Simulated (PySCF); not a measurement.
# CoS₂: relaxation and vibrations of the doublet

Method: PBE0, basis Co def2-SVP, S def2-SVP, no relativity, density fitting; program: PySCF 2.14.0.

### 1 The system as given

3 atoms, charge 0, spin multiplicity 2.

Bond lengths: Co1–S2 1.970 Å, Co1–S3 1.970 Å. Angles: S2–Co1–S3 110.0°.

Z-matrix (Å, degrees; charge 0 multiplicity 2):
```
Co
S  1 1.9699
S  1 1.9699 2 110.00
```

### 2 First SCF at the start

The steps below are one call of a driver around PySCF. For each, scf.py gives the equivalent set-up of the SCF; relaxations use the driver's own optimiser. After this first run the driver tries any further starts and a stability analysis.

scf.py

```python
from pyscf import gto, scf, dft
mol = gto.M(atom='''
Co     0.000000     0.000000     0.000000
S      1.613700     0.000000     1.129900
S     -1.613700     0.000000     1.129900''',
    basis={'Co': 'def2-SVP', 'S': 'def2-SVP'},
    charge=0, spin=1)
mf = dft.UKS(mol, xc='PBE0')
mf.grids.atom_grid = (50, 194)
aux = {'Co': 'def2-universal-JKFIT', 'S': 'def2-universal-JKFIT'}
mf = mf.density_fit(auxbasis=aux)
mf.conv_tol = 1e-08
mf.diis_space = 10
mf.max_cycle = 60
mf.init_guess = 'minao'
mf.verbose = 4
mf.kernel()
```

Started as:

```console
$ OMP_NUM_THREADS=2 python axn.py task.json out
```

**Question.** How long does this step take on 2 threads of Arm Neoverse V2, shared host?

About 20 s, with a peak of 0.33 GiB.
